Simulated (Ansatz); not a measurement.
# SnH3(NHEt) (C₂H₉NSn): Born-Oppenheimer dynamics

Aim: follow SnH3(NHEt) (C₂H₉NSn) for 15 steps with a Nosé-Hoover thermostat (500 K) and see how far bonds stretch and how energy moves between motion and potential.

Method: r2SCAN/def2-SVP; program: Ansatz 0.2.0, Gaussian basis.

1 further run of the same task is left out (set aside as unsound or not needed). Runs told in other sessions of the task aren't counted.

## (1) The geometry

An earlier PBE-D4/def2-SVP relaxation fixed the geometry. Sn takes the def2 core potential; no spin-orbit term is included.

13 atoms, charge 0, spin multiplicity 1.

Atoms are counted from 1 here; the program's logs count them from 0.

Bond lengths: Sn1–H2 1.727 Å, Sn1–H3 1.743 Å, Sn1–H4 1.727 Å, Sn1–N5 2.072 Å, N5–C6 1.459 Å, N5–H8 1.028 Å, C6–C7 1.533 Å, C6–H9 1.116 Å, C6–H10 1.113 Å, C7–H11 1.111 Å, C7–H12 1.111 Å, C7–H13 1.111 Å. Angles: H2–Sn1–H3 109.6°, H2–Sn1–H4 112.4°, H2–Sn1–N5 104.9°, H3–Sn1–H4 109.5°, H3–Sn1–N5 116.1°, H4–Sn1–N5 104.3°, Sn1–N5–C6 120.0°, Sn1–N5–H8 111.3°, C6–N5–H8 110.9°, N5–C6–C7 116.5°, N5–C6–H9 108.4°, N5–C6–H10 108.1°, C7–C6–H9 108.8°, C7–C6–H10 109.3°, H9–C6–H10 105.0°, C6–C7–H11 111.4°, C6–C7–H12 111.6°, C6–C7–H13 111.0° and more.

## (2) Dynamics

The input, in.yaml:

```yaml
crystal:
  periodic: [false, false, false]
  atoms:
    - {symbol: Sn, position_ang: [0.513689, 1.639608, 1.139355]}
    - {symbol: H, position_ang: [0.328612, 1.996928, 2.818821]}
    - {symbol: H, position_ang: [2.199310, 1.380166, 0.778277]}
    - {symbol: H, position_ang: [-0.105595, 2.895515, 0.127744]}
    - {symbol: N, position_ang: [-0.748929, 0.033492, 0.794502]}
    - {symbol: C, position_ang: [-0.882536, -0.512073, -0.551595]}
    - {symbol: C, position_ang: [0.310530, -1.312699, -1.086979]}
    - {symbol: H, position_ang: [-0.595394, -0.716559, 1.481122]}
    - {symbol: H, position_ang: [-1.792116, -1.158243, -0.581730]}
    - {symbol: H, position_ang: [-1.103150, 0.329568, -1.246429]}
    - {symbol: H, position_ang: [1.226424, -0.686688, -1.143601]}
    - {symbol: H, position_ang: [0.110677, -1.713066, -2.103421]}
    - {symbol: H, position_ang: [0.538468, -2.175960, -0.426066]}
basis:
  gaussian: {orbitals: def2-SVP}
hamiltonian: {xc: {name: r2SCAN}}
md: {timestep: 1 fs, n_steps: 15, ensemble: nvt_nose_hoover, temperature: 500, initial_velocities: maxwell_boltzmann, seed: 259}
scf: {omitted_lower_state_checks: [starts]}
```

Started as:

```sh
$ ansatz run in.yaml --threads 4 --pin off --events-out ev --progress --plain --max-ram 3916MiB
```

Output:

```text
Functional definition: r2SCAN
  name "r2SCAN"
  cite "Furness, Kaplan, Ning, Perdew & Sun, J. Phys. Chem. Lett. 11, 8208 (2020) doi:10.1021/acs.jpclett.0c02405"
  cite "Furness, Kaplan, Ning, Perdew & Sun, J. Phys. Chem. Lett. 11, 9248 (2020) doi:10.1021/acs.jpclett.0c03077"
  parent r2scan
  parameter k0 = 0.174
  parameter k1 = 0.065
  parameter a1 = 4.9479
  exchange = r2scan_x(k0 = k0, k1 = k1, a1 = a1)
  correlation = r2scan_c
these checks for a lower state are left out or cut short: starts
1301 factors; their error is unknown
mean field evaluation 1: about -9528.5460 eV, gradient 6.4e1 eV
mean field evaluation 2: about -9483.3170 eV, gradient 1.3e2 eV
mean field evaluation 4: about -9538.1316 eV, gradient 1.1e1 eV
mean field evaluation 8: about -9538.4179 eV, gradient 2.1e-1 eV
mean field evaluation 16: about -9538.3685 eV, gradient 2.4e-4 eV
mean field -9538.36846597 eV, -350.5285757860 hartree, gradient 6.3e-6 eV, S^2 0.000000; 0 other end points of the search recorded, 0 dependent functions left out
the calculation of the forces begins
reference -9538.36847882 eV, -350.5285762583 hartree; 25, 25 occupied and 88, 88 virtual orbitals, 1301 factors
md step     0: t =     0.00 fs  T =   500.0 K  F+E_penalty+E_count = -9538.36846597 eV  E_kin = 0.710930 eV  conserved = -9537.65753597 eV  (29 SCF iters)
these checks for a lower state are left out or cut short: starts, cluster_reference, orbital_swaps, neighbouring_geometries, increment
1301 factors; their error is unknown
mean field -9538.26891802 eV, -350.5249174663 hartree, gradient 7.0e-6 eV, S^2 0.000000; 0 other end points of the search recorded, 0 dependent functions left out
the calculation of the forces begins
reference -9538.26893087 eV, -350.5249179385 hartree; 25, 25 occupied and 88, 88 virtual orbitals, 1301 factors
md step     1: t =     1.00 fs  T =   434.9 K  F+E_penalty+E_count = -9538.26891802 eV  E_kin = 0.618400 eV  conserved = -9537.65052013 eV  (30 SCF iters)
these checks for a lower state are left out or cut short: starts, cluster_reference, orbital_swaps, neighbouring_geometries, increment
1301 factors; their error is unknown
mean field evaluation 32: about -9538.0655 eV, gradient 2.4e-3 eV
mean field -9538.06549263 eV, -350.5174417210 hartree, gradient 7.1e-6 eV, S^2 0.000000; 0 other end points of the search recorded, 0 dependent functions left out
the calculation of the forces begins
reference -9538.06550546 eV, -350.5174421927 hartree; 25, 25 occupied and 88, 88 virtual orbitals, 1301 factors
md step     2: t =     2.00 fs  T =   301.4 K  F+E_penalty+E_count = -9538.06549263 eV  E_kin = 0.428495 eV  conserved = -9537.63701561 eV  (31 SCF iters)
these checks for a lower state are left out or cut short: starts, cluster_reference, orbital_swaps, neighbouring_geometries, increment
1301 factors; their error is unknown
mean field -9537.95795946 eV, -350.5134899499 hartree, gradient 7.2e-6 eV, S^2 0.000000; 0 other end points of the search recorded, 0 dependent functions left out
the calculation of the forces begins
reference -9537.95797228 eV, -350.5134904212 hartree; 25, 25 occupied and 88, 88 virtual orbitals, 1301 factors
md step     3: t =     3.00 fs  T =   229.1 K  F+E_penalty+E_count = -9537.95795946 eV  E_kin = 0.325818 eV  conserved = -9537.63219897 eV  (31 SCF iters)
these checks for a lower state are left out or cut short: starts, cluster_reference, orbital_swaps, neighbouring_geometries, increment
1301 factors; their error is unknown
mean field -9538.01807136 eV, -350.5156990217 hartree, gradient 7.1e-6 eV, S^2 0.000000; 0 other end points of the search recorded, 0 dependent functions left out
the calculation of the forces begins
reference -9538.01808419 eV, -350.5156994930 hartree; 25, 25 occupied and 88, 88 virtual orbitals, 1301 factors
md step     4: t =     4.00 fs  T =   265.7 K  F+E_penalty+E_count = -9538.01807136 eV  E_kin = 0.377718 eV  conserved = -9537.64048629 eV  (31 SCF iters)
these checks for a lower state are left out or cut short: starts, cluster_reference, orbital_swaps, neighbouring_geometries, increment
1301 factors; their error is unknown
mean field -9538.12680063 eV, -350.5196947485 hartree, gradient 7.0e-6 eV, S^2 0.000000; 0 other end points of the search recorded, 0 dependent functions left out
the calculation of the forces begins
reference -9538.12681346 eV, -350.5196952200 hartree; 25, 25 occupied and 88, 88 virtual orbitals, 1301 factors
md step     5: t =     5.00 fs  T =   335.8 K  F+E_penalty+E_count = -9538.12680063 eV  E_kin = 0.477419 eV  conserved = -9537.64964624 eV  (31 SCF iters)
these checks for a lower state are left out or cut short: starts, cluster_reference, orbital_swaps, neighbouring_geometries, increment
1301 factors; their error is unknown
mean field -9538.14085082 eV, -350.5202110834 hartree, gradient 6.9e-6 eV, S^2 0.000000; 0 other end points of the search recorded, 0 dependent functions left out
the calculation of the forces begins
reference -9538.14086364 eV, -350.5202115547 hartree; 25, 25 occupied and 88, 88 virtual orbitals, 1301 factors
md step     6: t =     6.00 fs  T =   343.5 K  F+E_penalty+E_count = -9538.14085082 eV  E_kin = 0.488446 eV  conserved = -9537.65284900 eV  (31 SCF iters)
these checks for a lower state are left out or cut short: starts, cluster_reference, orbital_swaps, neighbouring_geometries, increment
1301 factors; their error is unknown
mean field evaluation 64: about -9538.0625 eV, gradient 2.5e-2 eV
mean field -9538.02014222 eV, -350.5157751244 hartree, gradient 6.8e-6 eV, S^2 0.000000; 0 other end points of the search recorded, 0 dependent functions left out
the calculation of the forces begins
reference -9538.02015503 eV, -350.5157755950 hartree; 25, 25 occupied and 88, 88 virtual orbitals, 1301 factors
md step     7: t =     7.00 fs  T =   264.7 K  F+E_penalty+E_count = -9538.02014222 eV  E_kin = 0.376298 eV  conserved = -9537.64447821 eV  (31 SCF iters)
these checks for a lower state are left out or cut short: starts, cluster_reference, orbital_swaps, neighbouring_geometries, increment
1301 factors; their error is unknown
mean field -9537.90265873 eV, -350.5114576857 hartree, gradient 7.0e-6 eV, S^2 0.000000; 0 other end points of the search recorded, 0 dependent functions left out
the calculation of the forces begins
reference -9537.90267152 eV, -350.5114581556 hartree; 25, 25 occupied and 88, 88 virtual orbitals, 1301 factors
md step     8: t =     8.00 fs  T =   191.6 K  F+E_penalty+E_count = -9537.90265873 eV  E_kin = 0.272467 eV  conserved = -9537.63099771 eV  (31 SCF iters)
these checks for a lower state are left out or cut short: starts, cluster_reference, orbital_swaps, neighbouring_geometries, increment
1301 factors; their error is unknown
mean field -9537.97426717 eV, -350.5140892472 hartree, gradient 7.1e-6 eV, S^2 0.000000; 0 other end points of the search recorded, 0 dependent functions left out
the calculation of the forces begins
reference -9537.97427994 eV, -350.5140897166 hartree; 25, 25 occupied and 88, 88 virtual orbitals, 1301 factors
md step     9: t =     9.00 fs  T =   237.9 K  F+E_penalty+E_count = -9537.97426717 eV  E_kin = 0.338284 eV  conserved = -9537.63698916 eV  (31 SCF iters)
these checks for a lower state are left out or cut short: starts, cluster_reference, orbital_swaps, neighbouring_geometries, increment
1301 factors; their error is unknown
mean field -9538.15254125 eV, -350.5206406989 hartree, gradient 7.1e-6 eV, S^2 0.000000; 0 other end points of the search recorded, 0 dependent functions left out
the calculation of the forces begins
reference -9538.15255401 eV, -350.5206411678 hartree; 25, 25 occupied and 88, 88 virtual orbitals, 1301 factors
md step    10: t =    10.00 fs  T =   352.9 K  F+E_penalty+E_count = -9538.15254125 eV  E_kin = 0.501772 eV  conserved = -9537.65209339 eV  (31 SCF iters)
these checks for a lower state are left out or cut short: starts, cluster_reference, orbital_swaps, neighbouring_geometries, increment
1301 factors; their error is unknown
mean field evaluation 96: about -9538.2144 eV, gradient 6.8e-6 eV
mean field -9538.21444075 eV, -350.5229154638 hartree, gradient 7.1e-6 eV, S^2 0.000000; 0 other end points of the search recorded, 0 dependent functions left out
the calculation of the forces begins
reference -9538.21445349 eV, -350.5229159319 hartree; 25, 25 occupied and 88, 88 virtual orbitals, 1301 factors
md step    11: t =    11.00 fs  T =   394.6 K  F+E_penalty+E_count = -9538.21444075 eV  E_kin = 0.561117 eV  conserved = -9537.65508321 eV  (31 SCF iters)
these checks for a lower state are left out or cut short: starts, cluster_reference, orbital_swaps, neighbouring_geometries, increment
1301 factors; their error is unknown
mean field -9538.10072754 eV, -350.5187365804 hartree, gradient 7.2e-6 eV, S^2 0.000000; 0 other end points of the search recorded, 0 dependent functions left out
the calculation of the forces begins
reference -9538.10074025 eV, -350.5187370472 hartree; 25, 25 occupied and 88, 88 virtual orbitals, 1301 factors
md step    12: t =    12.00 fs  T =   320.8 K  F+E_penalty+E_count = -9538.10072754 eV  E_kin = 0.456066 eV  conserved = -9537.64686093 eV  (31 SCF iters)
these checks for a lower state are left out or cut short: starts, cluster_reference, orbital_swaps, neighbouring_geometries, increment
1301 factors; their error is unknown
mean field -9537.93459164 eV, -350.5126311986 hartree, gradient 7.2e-6 eV, S^2 0.000000; 0 other end points of the search recorded, 0 dependent functions left out
the calculation of the forces begins
reference -9537.93460431 eV, -350.5126316641 hartree; 25, 25 occupied and 88, 88 virtual orbitals, 1301 factors
md step    13: t =    13.00 fs  T =   212.6 K  F+E_penalty+E_count = -9537.93459164 eV  E_kin = 0.302281 eV  conserved = -9537.63486492 eV  (31 SCF iters)
these checks for a lower state are left out or cut short: starts, cluster_reference, orbital_swaps, neighbouring_geometries, increment
1301 factors; their error is unknown
mean field -9537.89282318 eV, -350.5110962360 hartree, gradient 7.3e-6 eV, S^2 0.000000; 0 other end points of the search recorded, 0 dependent functions left out
the calculation of the forces begins
reference -9537.89283583 eV, -350.5110967007 hartree; 25, 25 occupied and 88, 88 virtual orbitals, 1301 factors
md step    14: t =    14.00 fs  T =   184.8 K  F+E_penalty+E_count = -9537.89282318 eV  E_kin = 0.262722 eV  conserved = -9537.63295216 eV  (31 SCF iters)
these checks for a lower state are left out or cut short: starts, cluster_reference, orbital_swaps, neighbouring_geometries, increment
1301 factors; their error is unknown
mean field -9538.00385495 eV, -350.5151765782 hartree, gradient 7.2e-6 eV, S^2 0.000000; 0 other end points of the search recorded, 0 dependent functions left out
the calculation of the forces begins
reference -9538.00386759 eV, -350.5151770427 hartree; 25, 25 occupied and 88, 88 virtual orbitals, 1301 factors
these checks for a lower state are left out or cut short: starts
1301 factors; their error is unknown
mean field -9538.00385495 eV, -350.5151765782 hartree, gradient 2.4e-5 eV, S^2 0.000000; 0 other end points of the search recorded, 0 dependent functions left out
the calculation of the forces begins
reference -9538.00386759 eV, -350.5151770427 hartree; 25, 25 occupied and 88, 88 virtual orbitals, 1301 factors
md step    15: t =    15.00 fs  T =   256.1 K  F+E_penalty+E_count = -9538.00385495 eV  E_kin = 0.364095 eV  conserved = -9537.64298170 eV  (13 SCF iters)
Total energy: -9538.00386759 eV, -350.5151770427 hartree
Atom 0 at     0.505267     1.633672     1.129339 Å, force     0.427065    -0.584705     0.529753 eV/Å
Atom 1 at     0.766576     1.937454     2.864806 Å, force    -0.372620    -0.035540    -0.808984 eV/Å
Atom 2 at     2.100362     1.232618     0.527259 Å, force    -0.216343     0.225403     0.029001 eV/Å
Atom 3 at    -0.226420     2.825797     0.147889 Å, force     0.027353     0.133261     0.158683 eV/Å
Atom 4 at    -0.766469     0.000218     0.849961 Å, force     0.316429     0.497003    -0.264691 eV/Å
Atom 5 at    -0.841214    -0.429568    -0.561637 Å, force    -0.787898    -1.814098     1.345613 eV/Å
Atom 6 at     0.320145    -1.309348    -1.038986 Å, force     1.626976     1.969386     0.250038 eV/Å
Atom 7 at    -0.484911    -0.765560     1.465064 Å, force    -0.119911    -0.137909    -0.102205 eV/Å
Atom 8 at    -1.858141    -0.974426    -0.711676 Å, force     1.355975     0.594281     0.040915 eV/Å
Atom 9 at    -0.866649     0.441751    -1.167355 Å, force    -0.298697     1.281114    -0.918554 eV/Å
Atom 10 at     1.347574    -0.731439    -0.975901 Å, force    -1.772932    -0.813451     0.109140 eV/Å
Atom 11 at     0.226144    -1.506312    -2.111409 Å, force    -0.153861    -0.706364    -0.096048 eV/Å
Atom 12 at     0.431365    -2.169824    -0.377243 Å, force    -0.031535    -0.608382    -0.272660 eV/Å
Dipole moment:     0.121404    -0.050780    -0.045912 e Å
Checks for a lower state left out: starts
```

It took 28 s on 4 threads of Arm Neoverse V2, shared host.

## (3) The trajectory

Step by step, with energies from the first frame:

```csv
time (fs),T (K),potential (meV),conserved (meV),C7–H11 (Å)
0.0,500,0.0,0.00,1.111
1.0,435,99.5,7.02,1.159
2.0,301,303.0,20.52,1.191
3.0,229,410.5,25.34,1.201
4.0,266,350.4,17.05,1.185
5.0,336,241.7,7.89,1.147
6.0,344,227.6,4.69,1.095
7.0,265,348.3,13.06,1.046
8.0,192,465.8,26.54,1.020
9.0,238,394.2,20.55,1.029
10.0,353,215.9,5.44,1.070
11.0,395,154.0,2.45,1.123
12.0,321,267.7,10.68,1.170
13.0,213,433.9,22.67,1.198
14.0,185,475.6,24.58,1.201
15.0,256,364.6,14.55,1.180
```

Positions (Å) and forces (eV/Å) at 15.0 fs:

```xyz
13

Sn    0.505    1.634    1.129    0.427   -0.585    0.530
H     0.767    1.937    2.865   -0.373   -0.036   -0.809
H     2.100    1.233    0.527   -0.216    0.225    0.029
H    -0.226    2.826    0.148    0.027    0.133    0.159
N    -0.766    0.000    0.850    0.316    0.497   -0.265
C    -0.841   -0.430   -0.562   -0.788   -1.814    1.346
C     0.320   -1.309   -1.039    1.627    1.969    0.250
H    -0.485   -0.766    1.465   -0.120   -0.138   -0.102
H    -1.858   -0.974   -0.712    1.356    0.594    0.041
H    -0.867    0.442   -1.167   -0.299    1.281   -0.919
H     1.348   -0.731   -0.976   -1.773   -0.813    0.109
H     0.226   -1.506   -2.111   -0.154   -0.706   -0.096
H     0.431   -2.170   -0.377   -0.032   -0.608   -0.273
```

## (4) Summary of results

```
                              quantity                          value
                                length             15 steps of 1.0 fs
     temperature, first and last frame                     500, 256 K
              temperature, second half  mean 269 K, from 185 to 395 K
                swing of the potential                        476 meV
largest change of the conserved energy                      26.54 meV
                       range of C7–H11               1.020 to 1.201 Å
```

What this shows: From 500 K at the start the temperature swings between 185 and 500 K: with 13 atoms it has no steady value yet; energy flows between kinetic and potential parts, and any thermostat adds or takes heat. The conserved energy moves by 26.54 meV, 5.6 % of the potential's swing. C7–H11 swings most, by 0.18 Å; no bond breaks. A run of 15 fs gives no averages.
